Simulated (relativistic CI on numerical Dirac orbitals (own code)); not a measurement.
# Er⁺: 4f valence photoemission multiplets

Aim: the 4f valence photoemission spectrum of Er⁺ in 4 surroundings, from the same atomic integrals.

Program: relativistic CI on numerical Dirac orbitals (own code) version 1. Level of theory: Dirac-Coulomb-Breit CI, KLI orbitals optimised for each configuration, model QED (radiative potential, 1s self-energy scaled to tabulated hydrogen-like ionisation energies), valence Slater integrals scaled by 0.8, multiplet model of photoemission in the sudden approximation. These are calculated values, not measurements, unless marked.

## 1. The atom as given

```
ion            : Er⁺ (Er II)
nuclear charge : 68
electrons      : 67
configurations : [Xe] 4f13 → [Xe] 4f12
temperature    : 80 K
widths         : Lorentz 0.15 eV, Gauss 0.3 eV
surrounding 1  : free ion
surrounding 2  : D3d, B20 = -250, B40 = 270, B43 = 360, B60 = 30, B63 = 40, B66 = -80 cm⁻¹
surrounding 3  : D4h, B20 = 200, B40 = -210, B44 = -160, B60 = 80, B64 = -80 cm⁻¹
surrounding 4  : C2v, B20 = 80, B22 = -10, B40 = -10, B42 = -50, B44 = -80, B60 = 160, B62 = -60, B64 = -110, B66 = 80 cm⁻¹
```

## 2. Surrounding 1: free ion

The run's settings:

```ini
atom Er  Z=68  charge=1  electrons=67
nucleus A=166  rms_radius_fm=5.2516
hamiltonian dirac-coulomb  breit=on  qed=on  c_scale=1
orbitals kli  potential=per-configuration
slater_scale 0.8
correlation none
mixing on
configurations
  [Xe] 4f13
  [Xe] 4f12
end
photoemission 4f valence T=80 lorentz=0.15 gauss=0.3
crystal_field free
```

## 3. Surrounding 2: D3d, B20 = -250, B40 = 270, B43 = 360, B60 = 30, B63 = 40, B66 = -80

Settings: those of step 2 with these lines changed.

```diff
@@ -12,2 +12,2 @@
 photoemission 4f valence T=80 lorentz=0.15 gauss=0.3
-crystal_field free
+crystal_field D3d B20=-250 B40=270 B43=360 B60=30 B63=40 B66=-80
```

## 4. Surrounding 3: D4h, B20 = 200, B40 = -210, B44 = -160, B60 = 80, B64 = -80

Settings: those of step 3 with these lines changed.

```diff
@@ -12,2 +12,2 @@
 photoemission 4f valence T=80 lorentz=0.15 gauss=0.3
-crystal_field D3d B20=-250 B40=270 B43=360 B60=30 B63=40 B66=-80
+crystal_field D4h B20=200 B40=-210 B44=-160 B60=80 B64=-80
```

## 5. Surrounding 4: C2v, B20 = 80, B22 = -10, B40 = -10, B42 = -50, B44 = -80, B60 = 160, B62 = -60, B64 = -110, B66 = 80

Settings: those of step 4 with these lines changed.

```diff
@@ -12,2 +12,2 @@
 photoemission 4f valence T=80 lorentz=0.15 gauss=0.3
-crystal_field D4h B20=200 B40=-210 B44=-160 B60=80 B64=-80
+crystal_field C2v B20=80 B22=-10 B40=-10 B42=-50 B44=-80 B60=160 B62=-60 B64=-110 B66=80
```

(Steps that only read results are left out.)

What does the calculation give? Wanted: highest peak, first run; ground spin.

**Answer**, as computed:

| surrounding | ground S | centroid (eV) | spread (eV) | up to four highest peaks (% of the highest), eV |
| --- | --- | --- | --- | --- |
| 1: free | 0.50 | 3.32 | 1.54 | 1.8 (100), 2.4 (92), 3.3 (61), 5.5 (59) |
| 2: D3d | 0.50 | 3.32 | 1.54 | 1.8 (100), 2.4 (89), 3.3 (59), 5.5 (57) |
| 3: D4h | 0.50 | 3.32 | 1.54 | 1.8 (100), 2.4 (92), 3.3 (61), 5.5 (59) |
| 4: C2v | 0.50 | 3.32 | 1.54 | 1.8 (100), 2.4 (92), 3.3 (61), 5.5 (59) |

```
                           quantity   value
            highest peak, first run  1.8 eV
ground spin (effective S from ⟨S²⟩)    0.50
```

**Reading.** The highest peak stays in place, within the step of the energy grid, in all surroundings. Energies are those of the free ion without screening by ligands; binding energies in solids differ by tens of eV.
